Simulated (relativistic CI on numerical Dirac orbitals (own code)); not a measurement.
**Tm¹²⁺: how the levels respond to the fine-structure constant and the nuclear radius**

Aim: the factor q = dE/dx of each excitation energy, x = (α/α0)² − 1, by finite differences, and the field-shift factor by the mean square nuclear radius, for the lowest 30 levels.

Program: relativistic CI on numerical Dirac orbitals (own code) version 2. Level of theory: Dirac-Coulomb-Breit CI, KLI orbitals optimised for each configuration, derivatives by finite differences. These are calculated values, not measurements, unless marked.

**1. The system**

| Item | Value |
| --- | --- |
| ion | Tm¹²⁺ (Tm XIII) |
| nuclear charge | 69 |
| electrons | 57 |
| isotope | A = 169 |
| first configuration | [Kr] 4d10 4f9 5s2 |

Outer shells as boxes (Hund's rule):

[Kr] 4d10 4f9 5s2
```
[Kr] core
4d [↑↓][↑↓][↑↓][↑↓][↑↓]
4f [↑↓][↑↓][↑ ][↑ ][↑ ][↑ ][↑ ]
5s [↑↓]
```

**2. The run**

The run's settings:

```ini
atom Tm  Z=69  charge=12  electrons=57
nucleus A=169  rms_radius_fm=5.2256
hamiltonian dirac-coulomb  breit=on  qed=off  c_scale=1
orbitals kli  potential=per-configuration
slater_scale 1
correlation none
mixing on
configurations
  [Kr] 4d10 4f9 5s2
  [Kr] 4d10 4f11
  [Kr] 4d10 4f10 5s
  [Kr] 4d10 4f10 6s
  [Kr] 4d10 4f9 6s2
  [Ar] 3d10 4p6 4d10 4f11 5s2
end
derivatives alpha2 +-0.01 radius +-1%
```

What does the calculation give? Wanted: lowest level; largest q in size, lowest 30 levels; largest K in size within the lowest configuration; largest field-shift factor among them.

**Answer**, as computed:

```
                                         quantity                          value
                                     lowest level                4f9 5s2 6H°15/2
              largest q in size, lowest 30 levels    14400 cm⁻¹ (4f9 5s2 6H°5/2)
largest K in size within the lowest configuration         2.10 (4f9 5s2 6H°13/2)
            largest field-shift factor among them  1.15 GHz/fm² (4f9 5s2 4G°9/2)
```

**Reading.** Among these levels the largest q belongs to 4f9 5s2 6H°5/2, within the lowest configuration. The fine-structure partner 6H°13/2 has K = 2.10, close to the 2 of an interval that scales as α². K = 2q/E, the relative sensitivity of a level, hangs on the computed energy: between configurations that lie close it can be off by a factor of several.
